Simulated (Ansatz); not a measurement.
# GeRu: the cost of one run

Program: Ansatz 0.2.0, Gaussian basis. Level of theory: def2-TZVPP, core rule «outside noble gas», up to 18 orbitals frozen. These are calculated values, not measurements.

The runs, in order: UHF; CCSD(T) on ROHF; CCSD(T) on UHF; CCSDT(Q) on ROHF; CCSDT(Q) on UHF; CASSCF and MRCISD+Q, 12 electrons in 10 orbitals; CASSCF and NEVPT2, 12 electrons in 10 orbitals.

5 further runs of the same task are left out: 5 set aside as unsound or not needed.

### Step 1. The system

The geometry is a PBE0/def2-TZVP stationary point (not a proven minimum) of the parent state, kept for this charge and spin. No spin-orbit coupling is included. Elements past krypton take def2 core potentials. The filled d shell of Ge may be among the frozen orbitals whatever the setting's name suggests; the logs give the count.

2 atoms, charge 0, spin multiplicity 3.

Atoms are counted from 1 here; the program's logs count them from 0.

Bond lengths: Ru1–Ge2 2.274 Å.

### Step 2. UHF

The input, in.yaml:

```yaml
crystal:
  periodic: [false, false, false]
  atoms:
    - {symbol: Ru, position_ang: [0.000000, 0.000000, 0.000000]}
    - {symbol: Ge, position_ang: [0.000000, 0.000000, 2.274400]}
basis:
  gaussian: {orbitals: def2-TZVPP}
magnetization: {spin_polarized: true, initial_magnetization: 2}
hamiltonian: {xc: hf}
output: {orbitals: {seedname: orbitals}}
```

Started as:

```
$ ansatz run in.yaml --threads 1 --pin off --events-out ev --progress --plain --max-ram 3968MiB --backend cpu
```

What time and memory should one allow on 1 thread of AMD EPYC 7R13, shared host?

About 65 s, with a peak of 0.36 GiB.
